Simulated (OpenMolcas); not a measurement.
# CH3In (SMILES C[In]), step by step, part 2 of 3

OpenMolcas 26.06.

**5. The energy along one coordinate at SC-NEVPT2(2,2)/ANO-R1 (sfX2C, RICD fitting, pt2 variant SC-NEVPT2) (run 4)**

Input file step4.input:

```
>>> EXPORT MOLCAS_PRINT=2
>>> COPY $CurrDir/step2.RasOrb $Project.RasOrb
>>> ForEach K in (1, 2, 3, 4, 5, 6, 7, 8, 9)

&GATEWAY
  Coord=$CurrDir/point$K.xyz
  Basis=ANO-R1
  Group=NoSym
  RICD

&SEWARD

&RASSCF
  FileOrb=$Project.RasOrb
  Spin=1
  Nactel=2 0 0
  Inactive=28
  Ras2=2
  OrbListing=Nothing
  OrbAppear=Compact

&CASPT2
  SC-NEVPT2
  Frozen=19
>>> EndDo
```

The run is started by

```bash
$ export MOLCAS_MEM=1860
$ pymolcas step4.input > step4.log
```

What it wrote:

```text
--- Start Module: gateway ---

                                              &GATEWAY

                       available to each process: 1.9 GB of memory, 1 thread

++    Symmetry information:
      ---------------------

                    Character Table for C1

                             E
                    a        1  x, y, xy, Rz, z, xz, Ry, yz, Rx, I
--

++    Basis set information:
      ----------------------

      Basis set label: C.ANO-R...3S2P1D.

      Electronic valence basis set:
      ------------------
      Associated Effective Charge   6.000000 au
      Associated Actual Charge      6.000000 au
      Nuclear Model: Finite nucleus - Gaussian distribution
        Gaussian exponent, Xi/bohr**(-2):  6.80775E+08

      Shell  nPrim  nBasis  Cartesian Spherical Contaminant
         s      12       3        X
         p       7       2        X
         d       3       1                 X

      Basis set label: IN.ANO-R...6S5P3D1F.

      Electronic valence basis set:
      ------------------
      Associated Effective Charge  49.000000 au
      Associated Actual Charge     49.000000 au
      Nuclear Model: Finite nucleus - Gaussian distribution
        Gaussian exponent, Xi/bohr**(-2):  1.95486E+08

      Shell  nPrim  nBasis  Cartesian Spherical Contaminant
         s      23       6        X
         p      18       5        X
         d      12       3                 X
         f       6       1                 X

      Basis set label: H.ANO-R...2S1P.

      Electronic valence basis set:
      ------------------
      Associated Effective Charge   1.000000 au
      Associated Actual Charge      1.000000 au
      Nuclear Model: Finite nucleus - Gaussian distribution
        Gaussian exponent, Xi/bohr**(-2):  2.12482E+09

      Shell  nPrim  nBasis  Cartesian Spherical Contaminant
         s       7       2        X
         p       4       1        X
--

++    Molecular structure info:
      -------------------------

                    ************************************************
                    **** Cartesian Coordinates / bohr, angstrom ****
                    ************************************************

     Center  Label                x              y              z                     x              y              z
        1      C1              -0.495138       0.116615       0.008897             -0.262016       0.061710       0.004708
        2      IN2              3.200259      -1.362304       1.435999              1.693504      -0.720900       0.759898
        3      H3              -1.838628      -0.077328       1.285297             -0.972960      -0.040920       0.680150
        4      H4              -1.099454      -0.891894      -1.695976             -0.581806      -0.471970      -0.897472
        5      H5              -0.366051       2.128455      -0.465103             -0.193706       1.126330      -0.246122

                    ***************************************
                    *    InterNuclear Distances / bohr    *
                    ***************************************

               1 C1            2 IN2           3 H3            4 H4            5 H5
    1 C1       0.000000
    2 IN2      4.228449        0.000000
    3 H3       1.863270        5.202332        0.000000
    4 H4       2.070961        5.340233        3.177717        0.000000
    5 H5       2.070952        5.340239        3.177713        3.342968        0.000000

                    *******************************************
                    *    InterNuclear Distances / angstrom    *
                    *******************************************

               1 C1            2 IN2           3 H3            4 H4            5 H5
    1 C1       0.000000
    2 IN2      2.237599        0.000000
    3 H3       0.986000        2.752955        0.000000
    4 H4       1.095905        2.825929        1.681576        0.000000
    5 H5       1.095900        2.825933        1.681573        1.769023        0.000000

                    **************************************
                    *    Valence Bond Angles / degree    *
                    **************************************
                          Atom centers                 Phi
                      3 H3       1 C1       4 H4       107.63
                      3 H3       1 C1       5 H5       107.63
                      4 H4       1 C1       5 H5       107.63
--

            Nuclear Potential Energy            107.24222923 au

--- Stop Module: gateway /rc=_RC_ALL_IS_WELL_ ---
--- Module gateway spent 6 seconds ---

--- Start Module: seward ---

                                              &SEWARD

                       available to each process: 1.9 GB of memory, 1 thread

               SEWARD will generate:
                  Multipole Moment integrals up to order  2
                  Kinetic Energy integrals
                  Nuclear Attraction integrals (finite nuclei - Gaussian type)
                  One-Electron Hamiltonian integrals
                  Velocity integrals
                  Relativistic X2C integrals
                  Orbital angular momentum around (  2.7589  -1.1850   1.2640 )
                  Velocity quadrupole around (  2.7589  -1.1850   1.2640 )
                  Atomic mean-field integrals
                  RI decomposed two-electron repulsion integrals stored Cholesky style
                   - acCD auxiliary basis
                   - CD Threshold:   1.00E-04

                   Integrals are discarded if absolute value <: 1.00E-14
                   Integral cutoff threshold is set to       <: 1.00E-16

[... 99 lines left out ...]
                                         RASSCF iterations: Energy and convergence statistics
[... 23 lines left out ...]
      conf/sym  11     Coeff  Weight
[... 24 lines left out ...]
      Final state energy(ies):
[... 103 lines left out ...]
      Spin density orbitals for root   1 are written to the SPDORB.1 file
[... 93 lines left out ...]
      Reference energy:       -5917.9483257375
[... 16 lines left out ...]
      Total energy:           -5918.4818747788
[... 269 lines left out ...]
      Convergence after 12 iterations
[... 16 lines left out ...]
      Natural orbitals and occupation numbers for root  1
[... 23 lines left out ...]
::    RASSCF root number  1 Total energy:  -5917.95973898
[... 112 lines left out ...]
 ###    WARNING: User changed nr of frozen orbitals.                         ###
[... 84 lines left out ...]
      Total energy:           -5918.4931635017
[... 15 lines left out ...]
      Reference weight:           0.87407
[... 275 lines left out ...]
      Note: transformation to natural orbitals
[... 12 lines left out ...]
      *                                                    Final results                                                     *
[... 20 lines left out ...]
      Von Neumann Entropy (Root   1) =  0.09338
[... 157 lines left out ...]
      Imaginary shift                            0.00
[... 40 lines left out ...]
      Reference weight:           0.87331
[... 27 lines left out ...]
::    SC-NEVPT2 Root  1     Total energy:  -5918.48889636
[... 264 lines left out ...]
      printout of CI-coefficients larger than  0.05 for root  1
[... 12 lines left out ...]
++    Final optimization conditions:
[... 46 lines left out ...]
      Dipole Moment (debye):
[... 146 lines left out ...]
 Compute H0 matrices for state    1
[... 29 lines left out ...]
  FINAL SC-NEVPT2 RESULT:
[... 192 lines left out ...]
      Nuclear repulsion energy =  104.61107389
[... 91 lines left out ...]
      energy=   -5917.904471
[... 15 lines left out ...]
      RASSCF energy for state  1                  -5917.90447096
[... 112 lines left out ...]
      Natural orbitals for root   1 are written to the RASORB.1 file
[... 92 lines left out ...]
  FINAL PC-NEVPT2 RESULT:
[... 15 lines left out ...]
      Reference energy:       -5917.9044709562
[... 259 lines left out ...]
                                         RASSCF iterations: Energy and convergence statistics
[... 23 lines left out ...]
      conf/sym  11     Coeff  Weight
[... 24 lines left out ...]
      Final state energy(ies):
[... 103 lines left out ...]
      Spin density orbitals for root   1 are written to the SPDORB.1 file
[... 93 lines left out ...]
      Reference energy:       -5917.8682019301
[... 16 lines left out ...]
      Total energy:           -5918.3956866630
[... 267 lines left out ...]
      Convergence after 16 iterations
[... 16 lines left out ...]
      Natural orbitals and occupation numbers for root  1
[... 23 lines left out ...]
::    RASSCF root number  1 Total energy:  -5917.83718368
[... 112 lines left out ...]
 ###    WARNING: User changed nr of frozen orbitals.                         ###
[... 84 lines left out ...]
      Total energy:           -5918.3619993087
[... 15 lines left out ...]
      Reference weight:           0.87262
[... 273 lines left out ...]
      Note: transformation to natural orbitals
[... 12 lines left out ...]
      *                                                    Final results                                                     *
[... 20 lines left out ...]
      Von Neumann Entropy (Root   1) =  0.79591
[... 157 lines left out ...]
      Imaginary shift                            0.00
[... 40 lines left out ...]
      Reference weight:           0.87301
[... 27 lines left out ...]
::    SC-NEVPT2 Root  1     Total energy:  -5918.33729136
[... 262 lines left out ...]
      printout of CI-coefficients larger than  0.05 for root  1
[... 12 lines left out ...]
++    Final optimization conditions:
[... 46 lines left out ...]
      Dipole Moment (debye):
[... 26 lines left out ...]
      Total       -0.7683   0.3765  -0.0257   0.2087   0.2087
--

      Natural Bond Order analysis for root number:  1

++    Natural Bond Order analysis
      ---------------------------
      Based on LoProp computed density
      -------------------------------------------------------------------------------------
      Atom A       Atom B       Bond Order
        C1           IN2            0.793
      -------------------------------------------------------------------------------------
      NBO located      1.586 electrons involved in    1 bonds.
      NBO located      0.998 non-bonded electrons on atom C1
      NBO located      1.011 non-bonded electrons on atom IN2
      NBO located      0.997 non-bonded electrons on atom IN2
      NBO located      0.999 non-bonded electrons on atom IN2
      NBO located      0.999 non-bonded electrons on atom IN2
      NBO located      1.000 non-bonded electrons on atom IN2
      NBO located      1.000 non-bonded electrons on atom IN2
      NBO located      1.000 non-bonded electrons on atom IN2
      NBO located      1.000 non-bonded electrons on atom IN2
      NBO located      1.000 non-bonded electrons on atom IN2
      NBO located      1.000 non-bonded electrons on atom IN2
      NBO located      1.000 non-bonded electrons on atom IN2
      NBO located      1.000 non-bonded electrons on atom IN2
      NBO located      1.000 non-bonded electrons on atom IN2
      NBO located      1.000 non-bonded electrons on atom IN2
      NBO located      1.000 non-bonded electrons on atom IN2
      NBO located      1.000 non-bonded electrons on atom IN2
      NBO located      1.000 non-bonded electrons on atom IN2
      NBO located      1.000 non-bonded electrons on atom IN2
      NBO located      1.000 non-bonded electrons on atom IN2
      NBO located      1.000 non-bonded electrons on atom IN2
      NBO located      1.000 non-bonded electrons on atom IN2
      NBO located      1.000 non-bonded electrons on atom IN2
      NBO located      1.000 non-bonded electrons on atom IN2
      The remaining    4.344 electrons are to be considered as diffuse
--

--

      Average orbitals are written to the RASORB file
      Natural orbitals for root   1 are written to the RASORB.1 file
      Spin density orbitals for root   1 are written to the SPDORB.1 file

--- Stop Module: rasscf /rc=_RC_ALL_IS_WELL_ ---
--- Module rasscf spent 1 second ---

--- Start Module: caspt2 ---

                                              &CASPT2

                       available to each process: 1.9 GB of memory, 1 thread

 ###############################################################################
 ###    WARNING: User changed nr of frozen orbitals.                         ###
 ###############################################################################

++    Wave function specifications:
      -----------------------------

      Number of closed shell electrons          18
      Number of electrons in active shells       2
      Max number of holes in RAS1 space          0
      Max number of electrons in RAS3 space      0
      Number of inactive orbitals                9
      Number of active orbitals                  2
      Number of secondary orbitals              42
      Spin quantum number                      0.0
      State symmetry                             1
      Number of CSFs                             3
      Number of CASSCF root(s) available         1
      NEVPT2 state passed to geometry opt.       1
      A file JOBMIX will be created
      This is a CASSCF or RASSCF reference function
--

++    Orbital specifications:
      -----------------------

      Symmetry species                           1
                                                 a
      Frozen orbitals                           19
      Inactive orbitals                          9
      Active orbitals                            2
      Secondary orbitals                        42
      Deleted orbitals                           0
      Number of basis functions                 72
--

++    NEVPT2 specifications:
      ----------------------

      Type of calculation                        SS-NEVPT2
      Internal contraction for energies          partially and strongly contracted
                                                 (PC-NEVPT2 and SC-NEVPT2)
      Denominator threshold for SC-NEVPT2        1.00E-09
      Fock operator                              state-specific
      0th-order Hamiltonian                      DYALL
      IPEA shift                                 0.00
      Real shift                                 0.00
      Imaginary shift                            0.00
      The input orbitals will be transformed to quasi-canonical
--

--------------------------------------------------------------------------------
 Estimated memory requirements:
  POLY3 :                   250070
  RHS:                      342506
  SIGMA :                   331270
  PRPCTL:                        0
 Available workspace:    232488756

++ NEVPT2 computation for group   1

********************************************************************************
 Multi-State initialization phase begins for group   1
--------------------------------------------------------------------------------
********************************************************************************
 Compute H0 matrices for state    1
--------------------------------------------------------------------------------
--------------------------------------------------------------------------------
 H0 matrices have been computed.

********************************************************************************
  NEVPT2 EQUATION SOLUTION
--------------------------------------------------------------------------------

  Total nr of NEVPT2 parameters:
   Before reduction:      117360
   After  reduction:      112749

 Variance of |WF0>:       2.4104445071
-----------------------------------------------------------------------------------------------------------------------------

  FINAL PC-NEVPT2 RESULT:

      Reference energy:       -5917.8039200184
      E2 (Non-variational):      -0.5207346111
      E2 (Variational):          -0.5207346111
      Total energy:           -5918.3246546295
      Residual norm:              0.0000000000
      Reference weight:           0.87365

      Contributions to the PC-NEVPT2 correlation energy
      Active & Virtual Only:         -0.0002116310
      One Inactive Excited:          -0.0416206459
      Two Inactive Excited:          -0.4789023342

  FINAL SC-NEVPT2 RESULT:

      Reference energy:       -5917.8039200184
      E2 (Non-variational):      -0.5206965549
      E2 (Variational):          -0.5206965549
      Total energy:           -5918.3246165733
      Residual norm:              0.0000000000
      Reference weight:           0.87374

      Contributions to the SC-NEVPT2 correlation energy
      Active & Virtual only:         -0.0002116358
      One Inactive Excited:          -0.0415842680
      Two Inactive Excited:          -0.4789006511

   (Skip denominator check etc. with SC-NEVPT2 wavefunction)

   (Skipping property calculation,
    use PROP keyword to activate)
--

  Total SC-NEVPT2 energies:
::    SC-NEVPT2 Root  1     Total energy:  -5918.32461657

  A NEW JOBIPH FILE NAMED 'JOBMIX' IS PREPARED.
********************************************************************************
--- Stop Module: caspt2 /rc=_RC_ALL_IS_WELL_ ---

>>> END FOREACH

.##################.
.# Happy landing! #.
.##################.

    Timing: Wall=91.37 User=82.32 System=8.48
```

It took 92 s on 1 thread of Intel Xeon 6975P-C (Granite Rapids), shared host; peak memory 0.28 GiB.

The scan, from its lowest point:

| H3–C1 (Å) | energy (kJ/mol) |
| --- | --- |
| 0.986 | 29.5 |
| 1.096 | 0.0 |
| 1.205 | 11.1 |
| 1.370 | 63.7 |
| 1.589 | 153.3 |
| 1.863 | 255.8 |
| 2.192 | 344.4 |
| 2.630 | 409.1 |
| 3.288 | 442.4 |

(Part 2 of 3 ends here.)
